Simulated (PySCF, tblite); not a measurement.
**C₅H₁₀N₂: geometry, infrared bands and NMR shifts**

What infrared bands and NMR shifts should C₅H₁₀N₂ (`CC1=NN(C)CC1`) show?

The runs use tblite 0.8.0 and PySCF 2.14.0, with density-fitted response routines of our own; the level of theory stands in each step. All values are computed, except where a source is named. Atoms count from 0, in the outputs and in this text.

### Step 1. The molecule as given

17 atoms, charge 0, multiplicity 1; geometry from: force field or distance geometry start.

Bonds of the start (Å): C0–C1 1.47, C1–N2 1.31, N2–N3 1.39, N3–C4 1.46, N3–C5 1.44, C5–C6 1.49, C6–C1 1.51, C0–H7 1.13, C0–H8 1.11, C0–H9 1.10, C4–H10 1.12, C4–H11 1.13, C4–H12 1.10, C5–H13 1.12, C5–H14 1.08, C6–H15 1.08, C6–H16 1.10.

### Step 2. Geometry optimisation with GFN2-xTB

What the job is given:

```
{"job": {"kind": "relax", "xc": "GFN2-xTB", "basis": "xTB"}, "charge": 0, "multiplicity": 1}
C     -2.535700    -0.484300     0.481300
C     -1.115200    -0.227800     0.205400
N     -0.083500    -0.940000     0.576200
N      1.096100    -0.356900     0.115800
C      2.453400    -0.549500     0.622600
C      0.736300     0.501800    -0.988700
C     -0.614200     0.962800    -0.567900
H     -2.984200     0.485800     0.838800
H     -3.018000    -0.668600    -0.504500
H     -2.744500    -1.266800     1.219000
H      2.966500    -1.395400     0.092700
H      3.077200     0.353200     0.358700
H      2.512100    -0.642600     1.715100
H      1.421300     1.388200    -0.965000
H      0.720400    -0.005000    -1.941900
H     -1.273200     1.063500    -1.412700
H     -0.621900     1.793500     0.145500
```

Run with:

```sh
OMP_NUM_THREADS=1 python probes_run.py task.json out
```

This one command runs all jobs of the session in turn.

**Question.** This job is followed by: GFN2-xTB harmonic vibrations, gas phase; GIAO PBE0/pcSseg-1 NMR shielding, non-relativistic, gas phase. Predict these results of the whole session: strongest single infrared mode (GFN2-xTB); zero-point energy (GFN2-xTB); 13C shifts against TMS (PBE0/pcSseg-1); 1H shifts against TMS (PBE0/pcSseg-1, means over atoms taken as alike); 15N shifts against NH3 (PBE0/pcSseg-1); surface potential, 1st and 99th percentile.

**Answer**, as computed:

| quantity | value |
| --- | --- |
| strongest single infrared mode (GFN2-xTB) | 2869 cm⁻¹, 138 km/mol |
| zero-point energy (GFN2-xTB) | 91.3 kcal/mol |
| 13C shifts against TMS (PBE0/pcSseg-1) | 143.9, 56.0, 43.1, 40.3, 18.4 ppm |
| 1H shifts against TMS (PBE0/pcSseg-1, means over atoms taken as alike) | 3.13, 2.88, 2.64, 1.99 ppm |
| 15N shifts against NH3 (PBE0/pcSseg-1) | 386.5, 141.0 ppm |
| surface potential, 1st and 99th percentile | -1.70 V and 0.73 V |

**Reading.** The optimisation took 96 steps and gained 0.855 eV; among the close pairs (by a distance rule), C5–C6 changed most, from 1.488 to 1.533 Å. All 45 modes are real, so the xTB geometry is a minimum. GFN2-xTB is a fitted tight-binding method: band positions and strengths are rough. Its intensities can rank the bands wrongly. The most deshielded hydrogen is H13, H14 (mean) (hydrogen on an sp3 CH2 bonded to N), at 3.13 ppm: its carbon carries N, hence the downfield position. At PBE0/pcSseg-1: Shielding is most anisotropic at N2 (span 498 ppm, paramagnetic term -446 ppm).
